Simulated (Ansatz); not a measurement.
**HBr (hydrogen bromide): HSE06/cc-pVTZ**

What is the vertical singlet–triplet gap of HBr (hydrogen bromide) at HSE06/cc-pVTZ? 

The results are computed with Ansatz 0.2.0.

30 further runs of the same task are left out: 30 set aside as unsound or not needed.

**1. The molecule**

HBr: 2 atoms, total charge 0, spin state singlet. SMILES: `Br`. The shape is that of a PBE0-D4/def2-TZVP optimisation.

Bond lengths: Br1–H2 1.420 Å.

**2. A single-point energy at HSE06/cc-pVTZ**

File in.yaml:

```yaml
crystal:
  periodic: [false, false, false]
  atoms:
    - {symbol: Br, position_ang: [-0.603220, 0.217960, -0.305050]}
    - {symbol: H, position_ang: [0.603220, -0.217960, 0.305050]}
basis:
  gaussian:
    orbitals: cc-pVTZ
total_charge: 0
hamiltonian:
  xc: hse06
accuracy: high
output: {orbitals: {seedname: orbitals}}
```

Started as:

```
$ ansatz run in.yaml --threads 1 --pin off --max-ram 3480MiB --events-out events.jsonl --progress --plain --runs-dir runs
```

The log of the run:

```text
Warning: RAYON_NUM_THREADS=1 ignored (pool sized by the plan → 1); use --threads N
Functional definition: HSE06
  name "HSE06"
  parameter a = 0.25
  parameter omega = 0.11/bohr
  exchange = pbe_x - a*pbe_x_sr(omega) + a*exact_x_sr(omega)
  correlation = pbe_c
735 factors; integrals over basis functions are off by at most 4.3e-9 eV
53 factors; integrals over basis functions are off by at most 1.1e-9 eV
mean field evaluation 1: about -70055.8519 eV, gradient 6.1e0 eV
mean field evaluation 2: about -70055.9136 eV, gradient 4.1e0 eV
mean field evaluation 4: about -70055.9553 eV, gradient 1.3e0 eV
mean field evaluation 8: about -70055.9679 eV, gradient 2.4e-3 eV
mean field evaluation 16: about -70055.9679 eV, gradient 6.0e-8 eV
mean field -70055.96787090 eV, -2574.5093336150 hartree, gradient 5.9e-8 eV, S^2 0.000000; 0 other end points of the search recorded, 0 dependent functions left out
reference -70055.96787286 eV, -2574.5093336870 hartree; 18, 18 occupied and 39, 39 virtual orbitals, 735 factors
Total energy: -70055.96787286 eV, -2574.5093336870 hartree
```

It took 2.1 s on 1 thread of Arm Neoverse V2, shared host; peak memory 0.11 GiB.

**3. The triplet, same level**

File molecule.yaml:

```yaml
crystal:
  periodic: [false, false, false]
  atoms:
    - {symbol: Br, position_ang: [-0.603220, 0.217960, -0.305050]}
    - {symbol: H, position_ang: [0.603220, -0.217960, 0.305050]}
basis:
  gaussian:
    orbitals: cc-pVTZ
hamiltonian:
  xc: hse06
output:
  orbitals: {seedname: orbitals}
magnetization:
  spin_polarized: true
  initial_magnetization: 2
accuracy: high
```

Started as:

```
$ ansatz run molecule.yaml --threads 1 --pin off --max-ram 3480MiB --events-out events.jsonl --progress --plain --runs-dir runs
```

The log of the run, shortened:

```text
Warning: RAYON_NUM_THREADS=1 ignored (pool sized by the plan → 1); use --threads N
[... 6 set-up lines as earlier in the session ...]
735 factors; integrals over basis functions are off by at most 4.3e-9 eV
53 factors; integrals over basis functions are off by at most 1.1e-9 eV
mean field evaluation 1: about -70049.1469 eV, gradient 9.3e0 eV
mean field evaluation 2: about -70049.4490 eV, gradient 6.9e0 eV
mean field evaluation 4: about -70049.6828 eV, gradient 1.6e-1 eV
mean field evaluation 8: about -70049.7067 eV, gradient 6.2e-3 eV
mean field evaluation 16: about -70049.7067 eV, gradient 8.7e-7 eV
mean field -70049.70669533 eV, -2574.2792396569 hartree, gradient 7.5e-8 eV, S^2 2.004145; 0 other end points of the search recorded, 0 dependent functions left out
reference -70049.70669739 eV, -2574.2792397326 hartree; 19, 17 occupied and 38, 40 virtual orbitals, 735 factors
Total energy: -70049.70669739 eV, -2574.2792397326 hartree
```

Run time: 3.9 s. Hardware: 1 thread of Arm Neoverse V2, shared host; peak memory 0.15 GiB.

**4. Summary of results**

Level: HSE06/cc-pVTZ.

| quantity | value |
| --- | --- |
| singlet: total energy | -2574.50933 Eh |
| singlet: HOMO energy | -8.36 eV |
| singlet: LUMO energy | -0.60 eV |
| singlet: HOMO–LUMO gap | 7.76 eV |
| triplet: total energy | -2574.27924 Eh |
| triplet: HOMO energy (highest over α and β) | -2.51 eV |
| triplet: ⟨S²⟩ | 2.004 |
| vertical energy of the triplet above the singlet | 6.261 eV |

In words: At this shape the triplet lies 6.26 eV (604 kJ/mol) above the singlet.
